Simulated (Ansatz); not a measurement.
# Hf3GeW: the cost of one run

Computed with Ansatz 0.2.0 (DFT PBE, scalar-relativistic, plane waves, PAW, unless a step's input says otherwise).

## Step 1: The starting structure

The structure is tetragonal, space group P-42_1m (No. 113). Conventional cell: a = 6.124 Å, b = 6.124 Å, c = 4.571 Å, α = 90.00°, β = 90.00°, γ = 90.00°. Hf (site symmetry m) has 2 W at 2.22 Å as nearest neighbours. Hf (site symmetry -4) has 2 W at 2.29 Å as nearest neighbours. Around Ge (site symmetry 2mm) lie 10 Hf at 2.83 to 3.11 Å. W (site symmetry -4) is surrounded by 6 Hf at 2.22 to 2.29 Å.

Structure file:

```cif
data_structure
_symmetry_space_group_name_H-M 'P 1'
_symmetry_Int_Tables_number 1
_cell_length_a 6.1243
_cell_length_b 6.1243
_cell_length_c 4.5713
_cell_angle_alpha 90.000
_cell_angle_beta 90.000
_cell_angle_gamma 90.000
_cell_volume 171.45
loop_
_atom_site_label
_atom_site_type_symbol
_atom_site_fract_x
_atom_site_fract_y
_atom_site_fract_z
_atom_site_occupancy
Hf1 Hf 0.20410 0.70410 0.56550 1
Hf2 Hf 0.70410 0.79590 0.43450 1
Hf3 Hf 0.79590 0.29590 0.56550 1
Hf4 Hf 0.29590 0.20410 0.43450 1
Hf5 Hf 0.00000 0.00000 0.00000 1
Hf6 Hf 0.50000 0.50000 0.00000 1
Ge1 Ge 0.00000 0.50000 0.04800 1
Ge2 Ge 0.50000 0.00000 0.95200 1
W1 W 0.00000 0.00000 0.50000 1
W2 W 0.50000 0.50000 0.50000 1
```

Recipe of the guess: species swapped into a database cell of Cr3GeN (P-42_1m, No. 113), with Hf on the Cr sites and W on the N sites. Lengths come from tabulated atomic sizes and are only a guess.

## Step 2: The guess as it stands, on a coarse mesh

The input, input.yaml:

```yaml
crystal:
  lattice:
    - [6.12426332, 0.0, 0.0]
    - [0.0, 6.12426332, 0.0]
    - [0.0, 0.0, 4.57126418]
  atoms:
    - { symbol: Hf, position: [0.20410001, 0.70410001, 0.56550001] }
    - { symbol: Hf, position: [0.70410001, 0.79589999, 0.43449999] }
    - { symbol: Hf, position: [0.79589999, 0.29589999, 0.56550001] }
    - { symbol: Hf, position: [0.29589999, 0.20410001, 0.43449999] }
    - { symbol: Hf, position: [0.0, 0.0, 0.0] }
    - { symbol: Hf, position: [0.5, 0.5, 0.0] }
    - { symbol: Ge, position: [0.0, 0.5, 0.04799999] }
    - { symbol: Ge, position: [0.5, 0.0, 0.95200001] }
    - { symbol: W, position: [0.0, 0.0, 0.5] }
    - { symbol: W, position: [0.5, 0.5, 0.5] }
basis:
  ecutwfc: 420
kpoints:
  mp_grid: { grid: [4, 4, 4] }
hamiltonian:
  xc: pbe
scf:
  occupations: { method: gaussian, width: 0.1 }
  lower_state_search: "off"
output:
  forces: true
  stress: true
  eigenvalues: true
```

Started as:

```sh
$ ansatz run input.yaml --threads 1 --pin off --max-ram 2560MiB --backend cpu --events-out ev --progress --plain --runs-dir out
```

What time and memory should one allow on 1 thread of Arm Neoverse N1, shared host?

About 1.8 min, with a peak of 0.61 GiB.
